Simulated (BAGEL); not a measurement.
# singlet GeNH4O+, step by step

Wanted: a single-point energy (singlet GeNH4O+, HF/def2-SVP), then the energy (doublet GeNH4O, NEVPT2(3,3)/def2-SVP), then a single-point energy (doublet GeNH4O, CASPT2(3,3)/def2-SVP) of GeH4NO. 

Program for the calculation: BAGEL 1.2.2.

3 further runs of the same task are left out: 3 set aside as unsound or not needed.

## Step 1: The structure to begin with

GeNH4O+ has 7 atoms, charge +1, and is taken as a singlet. SMILES of the parent species: `[NH][GeH2][OH]`. The O3–H7 distance was set to 1.825 Å, away from the relaxed value. That shape belongs to the parent species and isn't relaxed for this state. At this shape a bond of the SMILES string is far longer than usual.

Bond lengths: N1–Ge2 1.860 Å, Ge2–O3 1.772 Å, N1–H4 1.025 Å, Ge2–H5 1.544 Å, Ge2–H6 1.536 Å. Angles: N1–Ge2–O3 106.5°, N1–Ge2–H5 107.6°, N1–Ge2–H6 113.8°, O3–Ge2–H5 110.8°, O3–Ge2–H6 105.4°, Ge2–N1–H4 110.2°, H5–Ge2–H6 112.6°.

## Step 2: The energy at HF/def2-SVP (density fitting with svp-jkfit) (run 1)

job.json reads:

```json
{ "bagel" : [

{
  "title" : "molecule",
  "basis" : "svp",
  "df_basis" : "svp-jkfit",
  "geometry" : [
    { "atom" : "N", "xyz" : [ -2.44536230, -0.19398228, -0.05384208 ] },
    { "atom" : "Ge", "xyz" : [ -0.04200861,  1.67212227,  1.70662678 ] },
    { "atom" : "O", "xyz" : [  2.59661598, -0.34308167,  2.13540564 ] },
    { "atom" : "H", "xyz" : [ -4.13421053,  0.75522716, -0.09239249 ] },
    { "atom" : "H", "xyz" : [  0.66985122,  3.97267486,  0.05973046 ] },
    { "atom" : "H", "xyz" : [ -0.87367708,  2.42857964,  4.38172308 ] },
    { "atom" : "H", "xyz" : [  3.05152975, -2.44530561, -0.56068174 ] }
  ]
},
{ "title" : "hf", "charge" : 1 },
{ "title" : "print", "file" : "orbitals.molden", "orbitals" : true }

]}
```

On the command line:

```
BAGEL_NUM_THREADS=1 BAGEL job.json > job.out
```

Output:

```text
* using 1 threads per process

  ===============================================================
  ===============================================================

  *** Geometry ***

  { "atom" : "N", "xyz" : [     -2.445362,     -0.193982,     -0.053842 ] },
  { "atom" : "Ge", "xyz" : [     -0.042009,      1.672122,      1.706627 ] },
  { "atom" : "O", "xyz" : [      2.596616,     -0.343082,      2.135406 ] },
  { "atom" : "H", "xyz" : [     -4.134211,      0.755227,     -0.092392 ] },
  { "atom" : "H", "xyz" : [      0.669851,      3.972675,      0.059730 ] },
  { "atom" : "H", "xyz" : [     -0.873677,      2.428580,      4.381723 ] },
  { "atom" : "H", "xyz" : [      3.051530,     -2.445306,     -0.560682 ] },

  Number of auxiliary basis functions:      492

  Since a DF basis is specified, we compute 2- and 3-index integrals:
    o Being stored without compression. Storage requirement is 0.025 GB

  Number of basis functions:       80
  Number of electrons      :       51

    * METHOD: MOLECULE                             0.49

  *** RHF ***

  === Nuclear Repulsion ===
   200.0433273122

      * DIIS with orbital gradients will be used.

  === RHF iteration (svp) ===
      0      -2205.63629105          0.02440133           0.12
      1      -2205.66225407          0.02652720           0.12
      2      -2205.98886864          0.00495743           0.11
      3      -2206.00563624          0.00229187           0.11
      4      -2206.01369450          0.00088547           0.11
      5      -2206.01556524          0.00034302           0.09
      6      -2206.01575071          0.00013936           0.08
      7      -2206.01577549          0.00004786           0.08
      8      -2206.01577860          0.00002543           0.08
      9      -2206.01577938          0.00001574           0.08
     10      -2206.01577979          0.00000677           0.08
     11      -2206.01577988          0.00000346           0.08
     12      -2206.01577990          0.00000212           0.09
     13      -2206.01577991          0.00000104           0.08
     14      -2206.01577991          0.00000070           0.08
     15      -2206.01577992          0.00000047           0.08
     16      -2206.01577992          0.00000039           0.11
     17      -2206.01577992          0.00000031           0.12
     18      -2206.01577992          0.00000022           0.12
     19      -2206.01577992          0.00000015           0.12
     20      -2206.01577992          0.00000009           0.12
     21      -2206.01577992          0.00000007           0.12
     22      -2206.01577992          0.00000004           0.12
     23      -2206.01577992          0.00000002           0.12
     24      -2206.01577992          0.00000001           0.13
     25      -2206.01577992          0.00000001           0.12
    * SCF iteration converged.

    * Permanent dipole moment:
           (    1.993872,     0.127210,     1.453870) a.u.

    * METHOD: HF                                   3.11

    * METHOD: PRINT                                0.03

  ===============================================================
```

Wall time 4.2 s (1 thread of Intel Xeon Platinum 8259CL at 2.50GHz (Skylake/Cascade Lake), shared host); peak memory 0.15 GiB.

## Step 3: Doublet neutral GeNH4O: a single-point energy at NEVPT2(3,3)/def2-SVP (density fitting with svp-jkfit) (run 2)

calc.json reads:

```json
{ "bagel": [

{
  "title": "molecule",
  "basis": "svp",
  "df_basis": "svp-jkfit",
  "angstrom": false,
  "geometry": [
    { "atom": "N", "xyz": [    -2.44536230,    -0.19398228,    -0.05384208 ] },
    { "atom": "Ge", "xyz": [    -0.04200861,     1.67212227,     1.70662678 ] },
    { "atom": "O", "xyz": [     2.59661598,    -0.34308167,     2.13540564 ] },
    { "atom": "H", "xyz": [    -4.13421053,     0.75522716,    -0.09239249 ] },
    { "atom": "H", "xyz": [     0.66985122,     3.97267486,     0.05973046 ] },
    { "atom": "H", "xyz": [    -0.87367708,     2.42857964,     4.38172308 ] },
    { "atom": "H", "xyz": [     3.05152975,    -2.44530561,    -0.56068174 ] }
  ]
},

{ "title": "hf", "charge": 1 },

{ "title": "casscf", "nstate": 1, "nact": 3, "nclosed": 24, "nspin": 1, "active": [25, 26, 27], "maxiter": 200, "natocc": true },

{
  "title": "nevpt2",
  "nstate": 1,
  "nact": 3,
  "nclosed": 24,
  "nspin": 1,
  "active": [25, 26, 27],
  "maxiter": 200,
  "natocc": true,
  "ncore": 11
},

{ "title": "print", "file": "orbitals.molden", "orbitals": true }

]}
```

On the command line:

```
BAGEL_NUM_THREADS=1 BAGEL calc.json > calc.out
```

Output:

```text
* using 1 threads per process

  ===============================================================
  ===============================================================

  *** Geometry ***

  { "atom" : "N", "xyz" : [     -2.445362,     -0.193982,     -0.053842 ] },
  { "atom" : "Ge", "xyz" : [     -0.042009,      1.672122,      1.706627 ] },
  { "atom" : "O", "xyz" : [      2.596616,     -0.343082,      2.135406 ] },
  { "atom" : "H", "xyz" : [     -4.134211,      0.755227,     -0.092392 ] },
  { "atom" : "H", "xyz" : [      0.669851,      3.972675,      0.059730 ] },
  { "atom" : "H", "xyz" : [     -0.873677,      2.428580,      4.381723 ] },
  { "atom" : "H", "xyz" : [      3.051530,     -2.445306,     -0.560682 ] },

  Number of auxiliary basis functions:      492

  Since a DF basis is specified, we compute 2- and 3-index integrals:
    o Being stored without compression. Storage requirement is 0.025 GB

  Number of basis functions:       80
  Number of electrons      :       51

    * METHOD: MOLECULE                             0.57

  *** RHF ***

  === Nuclear Repulsion ===
   200.0433273122

      * DIIS with orbital gradients will be used.

  === RHF iteration (svp) ===
      0      -2205.63629105          0.02440133           0.09
      1      -2205.66225407          0.02652720           0.08
      2      -2205.98886864          0.00495743           0.08
[... 22 lines of this table left out ...]
     25      -2206.01577992          0.00000001           0.13
    * SCF iteration converged.

    * Permanent dipole moment:
           (    1.993872,     0.127210,     1.453870) a.u.

    * METHOD: HF                                   2.98

  ---------------------------
      CASSCF calculation
  ---------------------------

    ==== Active orbitals : =====
         Orbital 25
         Orbital 26
         Orbital 27
    ============================

    * nstate   :      1
    * nclosed  :     24
    * nact     :      3
    * nvirt    :     53
  === CASSCF iteration (svp) ===

    * Using the second-order algorithm

      0  0     -2206.36758763     2.39e-02      0.04

      1  0     -2206.49073724     3.17e-03      0.82
[... 19 lines of this table left out ...]
     11  0     -2206.49598593     6.07e-09      0.67

    * Second-order optimization converged. *

     guess   0:   closed 1..                  open .1.

  === FCI iteration ===

      0  0     -2206.40330542     7.20e-02      0.00
      1  0     -2206.48264002     2.56e-02      0.00
      2  0     -2206.49598379     3.90e-04      0.00
[... 4 lines of this table left out ...]
      7  0 *   -2206.49598593     5.22e-16      0.00

     * ci vector, state   0, <S^2> = 0.7500
       2a.    -0.9176190204
       .a2    -0.3973912187

    * METHOD: CASSCF                               9.71

    * freezing 11 orbitals

  === DF-NEVPT2 calculation ===

    * 3-index integral transformation done
    * assembly done

      NEVPT2 correlation energy:   -0.5195016572      0.45

          (+0)     -0.3977547469
          (+0)'    -0.0286239023
          (+1)     -0.0183677991
          (+1)'    -0.0000196420
          (+2)     -0.0004381005
          (-1)     -0.0724826921
          (-1)'    -0.0000335646
          (-2)     -0.0017812095

      NEVPT2 total energy:       -2207.0154875868

    * METHOD: NEVPT2                               0.70

    * METHOD: PRINT                                0.03

  ===============================================================
```

Wall time 14 s (1 thread of Intel Xeon Platinum 8259CL at 2.50GHz (Skylake/Cascade Lake), shared host); peak memory 0.15 GiB.

## Step 4: Doublet neutral GeNH4O: a single-point energy at CASPT2(3,3)/def2-SVP (density fitting with svp-jkfit) (run 3)

Edit job.json of step 2 so:

```diff
@@ -16,4 +16,31 @@
 },
-{ "title" : "hf", "charge" : 1 },
-{ "title" : "print", "file" : "orbitals.molden", "orbitals" : true }
+{
+  "title" : "hf",
+  "charge" : 1
+},
+{
+  "title" : "casscf",
+  "nstate" : 1,
+  "nact" : 3,
+  "nclosed" : 24,
+  "nspin" : 1,
+  "active" : [25, 26, 27],
+  "maxiter" : 200,
+  "natocc" : "true"
+},
+{
+  "title" : "print",
+  "file" : "orbitals.molden",
+  "orbitals" : "true"
+},
+{
+  "title" : "smith",
+  "method" : "caspt2",
+  "ms" : "true",
+  "xms" : "true",
+  "sssr" : "true",
+  "shift" : 0.2,
+  "shift_imag" : "true",
+  "ncore" : 11
+}
```

On the command line:

```
BAGEL_NUM_THREADS=1 BAGEL job.json > job.out
```

Output:

```text
* using 1 threads per process

  ===============================================================
  ===============================================================

  *** Geometry ***

  { "atom" : "N", "xyz" : [     -2.445362,     -0.193982,     -0.053842 ] },
  { "atom" : "Ge", "xyz" : [     -0.042009,      1.672122,      1.706627 ] },
  { "atom" : "O", "xyz" : [      2.596616,     -0.343082,      2.135406 ] },
  { "atom" : "H", "xyz" : [     -4.134211,      0.755227,     -0.092392 ] },
  { "atom" : "H", "xyz" : [      0.669851,      3.972675,      0.059730 ] },
  { "atom" : "H", "xyz" : [     -0.873677,      2.428580,      4.381723 ] },
  { "atom" : "H", "xyz" : [      3.051530,     -2.445306,     -0.560682 ] },

  Number of auxiliary basis functions:      492

  Since a DF basis is specified, we compute 2- and 3-index integrals:
    o Being stored without compression. Storage requirement is 0.025 GB

  Number of basis functions:       80
  Number of electrons      :       51

    * METHOD: MOLECULE                             0.53

  *** RHF ***

[... 11 lines left out ...]
    * SCF iteration converged.
[... 1 line left out ...]
    * Permanent dipole moment:
[... 28 lines left out ...]
    * Second-order optimization converged. *
[... 11 lines left out ...]
     * ci vector, state   0, <S^2> = 0.7500
[... 16 lines left out ...]
    * Zeroth order energy : state  0       -0.8314783744

    * CASPT2 iteration is performed using orthogonal basis

      -------------------------------------------  CASPT2 iteration  ---------------------------------------------------
       #      aibj      arbs      arbi      airj      risj      airs      arst      rist         Etot      error   time
      ------------------------------------------------------------------------------------------------------------------

       0  -0.39648  -0.00221  -0.07807  -0.01996  -0.00060  -0.02904  -0.00005  -0.00003   -0.5264325  0.0008870   0.27
       1  -0.39653  -0.00222  -0.07821  -0.01999  -0.00062  -0.02920  -0.00005  -0.00003   -0.5268407  0.0000831   0.24
       2  -0.39653  -0.00222  -0.07821  -0.01999  -0.00062  -0.02920  -0.00005  -0.00003   -0.5268455  0.0000124   0.24
       3  -0.39653  -0.00222  -0.07821  -0.01999  -0.00062  -0.02920  -0.00005  -0.00003   -0.5268456  0.0000023   0.24
       4  -0.39653  -0.00222  -0.07821  -0.01999  -0.00062  -0.02920  -0.00005  -0.00003   -0.5268456  0.0000004   0.25

      ------------------------------------------------------------------------------------------------------------------

    * CASPT2 energy : state  0    -2207.0251498829
        w/o shift correction      -2207.0228315578
        reference weight              0.8698534349

    * METHOD: SMITH                                1.84

  ===============================================================
```

Run time: 14 s. Hardware: 1 thread of Intel Xeon Platinum 8259CL at 2.50GHz (Skylake/Cascade Lake), shared host; peak memory 0.19 GiB.

## Step 5: Results

| quantity | value |
| --- | --- |
| run 1, HF/def2-SVP: total energy | -2206.01578 Eh |
| run 1, HF/def2-SVP: HOMO energy | -16.93 eV |
| run 1, HF/def2-SVP: LUMO energy | -8.55 eV |
| run 1, HF/def2-SVP: HOMO–LUMO gap | 8.38 eV |
| doublet neutral GeNH4O, run 2: total energy | -2207.01549 Eh |
| doublet neutral GeNH4O, run 3: total energy | -2207.02515 Eh |
